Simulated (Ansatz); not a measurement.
# InBAs2: the band gap up the ladder of functionals

The task here is to estimate one member of a computed series from the others.

Program: Ansatz 0.2.0. PAW datasets, plane waves. Note: simulated data, non-magnetic, for a generated structure that need not be the stable one.

## The structure to begin with

The cell was relaxed beforehand with r2SCAN.

Space group P-4m2 (No. 115), tetragonal; conventional cell a = 3.758 Å, c = 5.760 Å, 20.33 Å³ an atom. B has 4 As at 2.19 Å; As has 2 B at 2.19 Å and 2 In at 2.57 Å; In has 4 As at 2.57 Å.

As a file:

```
B As In
1.0
     3.75787    0.00000    0.00000
     0.00000    3.75787    0.00000
     0.00000    0.00000    5.75974
B As In
1 2 1
Direct
  0.00000 0.00000 0.00000
  0.00000 0.50000 0.19438
  0.50000 0.00000 0.80562
  0.50000 0.50000 0.50000
```

Set-up of the first run:

input.yaml reads:

```yaml
crystal:
  lattice:
    - [3.7578726002, 0.0, 0.0]
    - [0.0, 3.7578726002, 0.0]
    - [0.0, 0.0, 5.7597366445]
  atoms:
    - { symbol: B, position: [0.0, 0.0, 0.0] }
    - { symbol: As, position: [0.0, 0.5, 0.1943776312] }
    - { symbol: In, position: [0.5, 0.5, 0.5] }
    - { symbol: As, position: [0.5, 0.0, 0.8056223688] }
kpoints:
  mp_grid: { grid: [8, 8, 4] }
  band_path:
    path:
      - [[0.0, 0.0, 0.0], [0.0, 0.5, 0.0], [0.5, 0.5, -1.568032256217e-33], [0.0, 0.0, 0.0], [2.862893148303e-50, 0.0, 0.5], [2.862893148303e-50, 0.5, 0.5], [0.5, 0.5, 0.5], [2.862893148303e-50, 0.0, 0.5]]
      - [[0.0, 0.5, 0.0], [2.862893148303e-50, 0.5, 0.5]]
      - [[0.5, 0.5, -1.568032256217e-33], [0.5, 0.5, 0.5]]
    npoints: 10
hamiltonian:
  xc: pbe
scf:
  occupations: { method: fermi_dirac, width: 0.02 }
  n_extra_bands: 5
output:
  forces: true
  stress: true
  eigenvalues: true
  write_density: true
  write_potential: true
  elf: true
  volumetric_format: npy
```

On the command line:

```bash
ansatz run input.yaml --threads 2 --pin off --max-ram 2211MiB --backend cpu --events-out ev --progress --plain --runs-dir out
```

Among the steps run: PBE bands along the symmetry lines; r2SCAN; HSE06 at the same geometry; PBE+SOC.

One table of the session follows, with a row left open; its other results are not shown here.

```
  level  gap (eV)
    PBE         ?
 r2SCAN      0.07
  HSE06      0.50
PBE+SOC     -0.03
```

**Question.** Estimate the row for PBE.

As computed: gap (eV): -0.08. In the column «gap (eV)» it is the lowest.

Meshes: PBE 8×8×4, r2SCAN 8×8×4, HSE06 6×6×4, PBE+SOC 8×8×4

In words: PBE finds no gap, while r2SCAN, HSE06 open one of up to 0.50 eV: the level of theory decides whether this is called a metal.

Caveats from the session: Warnings in the runs' records: stress exchange threshold loose, stress scf threshold loose.
